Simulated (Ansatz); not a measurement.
# AlSbH3F (SMILES [F][AlH][SbH2]) at RPA@PBE/def2-SVP (core potential)

What is the electronic atomisation energy of AlSbH3F at RPA@PBE/def2-SVP (core potential)? 

Program for the calculation: Ansatz 0.2.0.

60 further runs of the same task are left out: 60 set aside as unsound or not needed.

## 1. The system as given

AlSbH3F has 6 atoms, charge 0, and is taken as a singlet. As SMILES, `[F][AlH][SbH2]`. Geometry: relaxed at PBE0-D4/def2-TZVP. This is one conformer, not always the lowest.

Bond lengths: F1–Al2 1.653 Å, Al2–Sb3 2.636 Å, Al2–H4 1.582 Å, Sb3–H5 1.710 Å, Sb3–H6 1.709 Å. Angles: F1–Al2–Sb3 116.3°, F1–Al2–H4 116.4°, Sb3–Al2–H4 127.3°, Al2–Sb3–H5 88.3°, Al2–Sb3–H6 87.8°, H5–Sb3–H6 91.6°.

## 2. The energy at RPA@PBE/def2-SVP (core potential)

Contents of input.yaml:

```yaml
crystal:
  periodic: [false, false, false]
  atoms:
    - symbol: F
      position_ang: [-1.114600, -1.632400, 1.262300]
    - symbol: Al
      position_ang: [-0.336100, -1.039300, -0.069800]
    - symbol: Sb
      position_ang: [1.279900, 1.003700, 0.334800]
    - symbol: H
      position_ang: [-0.594800, -1.800700, -1.431700]
    - symbol: H
      position_ang: [0.842100, 1.592000, -1.209900]
    - symbol: H
      position_ang: [-0.034400, 1.812900, 1.068100]
basis:
  gaussian: {orbitals: def2-SVP}
hamiltonian: {xc: {name: PBE}}
correlation: {method: rpa, frozen_orbitals: {Al: 5, F: 1, H: 0, Sb: 4}}
accuracy: high
```

The run is started by

```console
$ ansatz run input.yaml --threads 1 --pin off --max-ram 3480MiB --events-out events.jsonl --progress --plain --runs-dir runs
```

The program printed:

```text
Warning: RAYON_NUM_THREADS=1 ignored (pool sized by the plan → 1); use --threads N
Functional definition: PBE
  name "PBE"
  parameter kappa = 0.804
  parameter beta = 0.06672455060314922
  exchange = pbe_x(kappa = kappa, mu = beta*pi^2/3)
  correlation = pbe_c(beta = beta)
1642 factors; integrals over basis functions are off by at most 3.6e-9 eV
mean field evaluation 1: about -15888.2643 eV, gradient 3.8e1 eV
mean field evaluation 2: about -15888.2550 eV, gradient 3.8e1 eV
mean field evaluation 4: about -15890.7933 eV, gradient 7.2e0 eV
mean field evaluation 8: about -15891.0141 eV, gradient 3.1e-1 eV
mean field evaluation 16: about -15891.0143 eV, gradient 6.7e-5 eV
mean field -15891.01427225 eV, -583.9840031890 hartree, gradient 4.0e-8 eV, S^2 0.000000; 0 other end points of the search recorded, 0 dependent functions left out
10 core orbitals not correlated: weight in the atoms' cores, before any rotation towards them, 1.000 or more for the frozen orbitals, at most 0.000 for the correlated occupied ones
reference -15843.28659011 eV, -582.2300432212 hartree; 14, 14 occupied and 49, 49 virtual orbitals, 1642 factors
Total energy: -15860.13933336 eV, -582.8493701123 hartree
```

Wall time 9.6 s (1 thread of Arm Neoverse V1, shared host); peak memory 0.29 GiB.

## 3. The Al atom at the same level

Contents of in.yaml:

```yaml
basis:
  gaussian:
    orbitals: def2-SVP
crystal:
  periodic: [false, false, false]
  atoms:
    - symbol: Al
      position_ang: [0.000000, 0.000000, 0.000000]
magnetization:
  spin_polarized: true
  initial_magnetization: 1
correlation:
  method: rpa
  frozen_orbitals: {Al: 5}
accuracy: high
hamiltonian:
  xc: pbe
```

The run is started by

```console
$ ansatz run in.yaml --threads 1 --pin off --max-ram 3480MiB --events-out events.jsonl --progress --plain --runs-dir runs
```

The program printed, cut to the lines that bear on the results:

```text
Warning: RAYON_NUM_THREADS=1 ignored (pool sized by the plan → 1); use --threads N
Functional definition: PBE
  name "PBE"
[...]
142 factors; integrals over basis functions are off by at most 1.6e-9 eV
[...]
mean field -6589.00857199 eV, -242.1415988303 hartree, gradient 6.0e-9 eV, S^2 0.752707; 3 other end points of the search recorded, 0 dependent functions left out
5 core orbitals not correlated: weight in the atoms' cores, before any rotation towards them, 1.000 or more for the frozen orbitals, at most 0.000 for the correlated occupied ones
reference -6579.32498543 eV, -241.7857335879 hartree; 2, 1 occupied and 11, 12 virtual orbitals, 142 factors
Total energy: -6581.59331977 eV, -241.8690933373 hartree
```

Run time: 1.3 s. Hardware: 1 thread of Arm Neoverse V1, shared host; peak memory 0.092 GiB.

## 4. The F atom at the same level

Contents of input.yaml:

```yaml
crystal:
  periodic: [false, false, false]
  atoms:
    - {symbol: F, position_ang: [0.000000, 0.000000, 0.000000]}
basis:
  gaussian:
    orbitals: def2-SVP
magnetization:
  spin_polarized: true
  initial_magnetization: 1
hamiltonian:
  xc: pbe
correlation:
  method: rpa
  frozen_orbitals: {F: 1}
accuracy: high
```

The run is started by

```console
$ ansatz run input.yaml --threads 1 --pin off --max-ram 3480MiB --events-out events.jsonl --progress --plain --runs-dir runs
```

The program printed, cut to the lines that bear on the results:

```text
Warning: RAYON_NUM_THREADS=1 ignored (pool sized by the plan → 1); use --threads N
Functional definition: PBE
  name "PBE"
[...]
95 factors; integrals over basis functions are off by at most 1.3e-9 eV
[...]
mean field -2708.61477541 eV, -99.5397570311 hartree, gradient 6.6e-8 eV, S^2 0.750814; 5 other end points of the search recorded, 0 dependent functions left out
1 core orbitals not correlated: weight in the atoms' cores, before any rotation towards them, 1.000 or more for the frozen orbitals, at most 0.000 for the correlated occupied ones
reference -2701.61283189 eV, -99.2824403529 hartree; 4, 3 occupied and 9, 10 virtual orbitals, 95 factors
Total energy: -2707.95458096 eV, -99.5154953329 hartree
```

It took 0.76 s on 1 thread of Arm Neoverse V1, shared host.

## 5. The H atom

Contents of in.yaml:

```yaml
crystal:
  periodic: [false, false, false]
  atoms:
    - {symbol: H, position_ang: [0.000000, 0.000000, 0.000000]}
basis:
  gaussian: {orbitals: def2-SVP}
magnetization: {spin_polarized: true, initial_magnetization: 1}
hamiltonian: {xc: {name: PBE}}
correlation: {method: rpa, frozen_orbitals: {H: 0}}
accuracy: high
```

Run the same way, it converges to -0.51231 Eh (log not shown).

## 6. The Sb atom, same level

Contents of molecule.yaml:

```yaml
crystal:
  periodic: [false, false, false]
  atoms:
    - {symbol: Sb, position_ang: [0.000000, 0.000000, 0.000000]}
basis:
  gaussian: {orbitals: def2-SVP}
hamiltonian: {xc: pbe}
accuracy: high
magnetization: {spin_polarized: true, initial_magnetization: 3}
correlation: {method: rpa, frozen_orbitals: {Sb: 4}}
```

Run the same way, it converges to -239.38546 Eh (log not shown).

## 7. Summary of results

At RPA@PBE/def2-SVP (core potential), 10 core orbitals frozen:

```
                                  quantity          value
                    molecule: total energy  -582.84937 Eh
molecule: RPA correlation energy (valence)     -619.3 mEh
                     Al atom: total energy  -241.86909 Eh
 Al atom: RPA correlation energy (valence)      -83.4 mEh
Al atom: ⟨S²⟩ of the reference determinant          0.753
                      F atom: total energy   -99.51550 Eh
  F atom: RPA correlation energy (valence)     -233.1 mEh
 F atom: ⟨S²⟩ of the reference determinant          0.751
                      H atom: total energy    -0.51231 Eh
            H atom: RPA correlation energy      -13.0 mEh
 H atom: ⟨S²⟩ of the reference determinant          0.750
                     Sb atom: total energy  -239.38546 Eh
 Sb atom: RPA correlation energy (valence)     -118.7 mEh
Sb atom: ⟨S²⟩ of the reference determinant          3.751
             electronic atomisation energy      14.759 eV
```

In words: Taking the molecule apart into free atoms costs 14.76 eV (340 kcal/mol), before zero-point energy and without spin-orbit coupling.
